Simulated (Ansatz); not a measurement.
# C₄H₄F₄: basis-set convergence

An exercise on one series of results from a longer session: the logs are not shown, and one member is left open.

Computed with Ansatz 0.2.0, Gaussian basis. Level: one geometry, several basis sets.

Levels to be run: PBE0-D4/def2-SVP; ωB97M-V/def2-SVP; PBE0-D4/def2-QZVPP; ωB97M-V/def2-QZVPP; the functionals' def2-TZVPP values are taken from earlier runs.

**Structure used throughout**

An earlier PBE0-D4 in a triple-zeta def2 set relaxation fixed the geometry.

12 atoms, charge 0, spin multiplicity 1.

Atoms are counted from 1 here; the program's logs count them from 0.

Bond lengths: F1–C2 1.338 Å, C2–F3 1.349 Å, C2–C4 1.527 Å, C2–C6 1.552 Å, C4–C5 1.551 Å, C4–H9 1.089 Å, C4–H10 1.088 Å, C5–C6 1.527 Å, C5–H11 1.089 Å, C5–H12 1.088 Å, C6–F7 1.338 Å, C6–F8 1.349 Å. Angles: F1–C2–F3 108.1°, F1–C2–C4 118.1°, F1–C2–C6 117.2°, F3–C2–C4 112.6°, F3–C2–C6 111.0°, C4–C2–C6 88.8°, C2–C4–C5 88.9°, C2–C4–H9 110.7°, C2–C4–H10 115.1°, C5–C4–H9 112.7°, C5–C4–H10 117.5°, H9–C4–H10 110.5°, C4–C5–C6 88.9°, C4–C5–H11 112.7°, C4–C5–H12 117.5°, C6–C5–H11 110.7°, C6–C5–H12 115.1°, H11–C5–H12 110.5° and more.

Set-up of the first run:

Contents of in.yaml:

```yaml
crystal:
  periodic: [false, false, false]
  atoms:
    - {symbol: F, position_ang: [-2.041908, -0.760282, 0.386365]}
    - {symbol: C, position_ang: [-0.856378, -0.170405, 0.578616]}
    - {symbol: F, position_ang: [-0.868434, 0.407314, 1.797607]}
    - {symbol: C, position_ang: [0.405615, -0.994564, 0.331518]}
    - {symbol: C, position_ang: [1.021880, 0.225476, -0.401256]}
    - {symbol: C, position_ang: [-0.376656, 0.830415, -0.506474]}
    - {symbol: F, position_ang: [-0.520597, 2.134424, -0.243345]}
    - {symbol: F, position_ang: [-0.964565, 0.574944, -1.693468]}
    - {symbol: H, position_ang: [0.196853, -1.826343, -0.340174]}
    - {symbol: H, position_ang: [0.908877, -1.347410, 1.229021]}
    - {symbol: H, position_ang: [1.654762, 0.829453, 0.247808]}
    - {symbol: H, position_ang: [1.517449, 0.041776, -1.352018]}
basis:
  gaussian: {orbitals: def2-SVP}
hamiltonian: {xc: pbe0, dispersion: d4}
output: {orbitals: {seedname: orbitals}}
```

The run is started by

```
$ ansatz run in.yaml --threads 4 --pin off --events-out ev --progress --plain --max-ram 11315MiB
```

Among the steps run: PBE0-D4 in def2-SVP; ωB97M-V in def2-SVP; PBE0-D4 in def2-QZVPP; ωB97M-V in def2-QZVPP.

One of the session's tables, all rows but one given; the rest of the session is left out.

It belongs to the step «Density functionals: the series». 

```
functional       basis  HOMO (eV)  LUMO (eV)
   PBE0-D4    def2-SVP      -9.03       1.22
   PBE0-D4  def2-TZVPP      -9.16       0.96
   PBE0-D4  def2-QZVPP      -9.21       0.78
   ωB97M-V    def2-SVP     -11.36       3.27
   ωB97M-V  def2-TZVPP          ?          ?
   ωB97M-V  def2-QZVPP     -11.57       1.88
```

**Question.** Estimate the row for ωB97M-V, def2-TZVPP.

**Answer.** HOMO (eV): -11.52; LUMO (eV): 2.75. In the column «HOMO (eV)» it lies between ωB97M-V, def2-QZVPP (-11.57) and ωB97M-V, def2-SVP (-11.36).
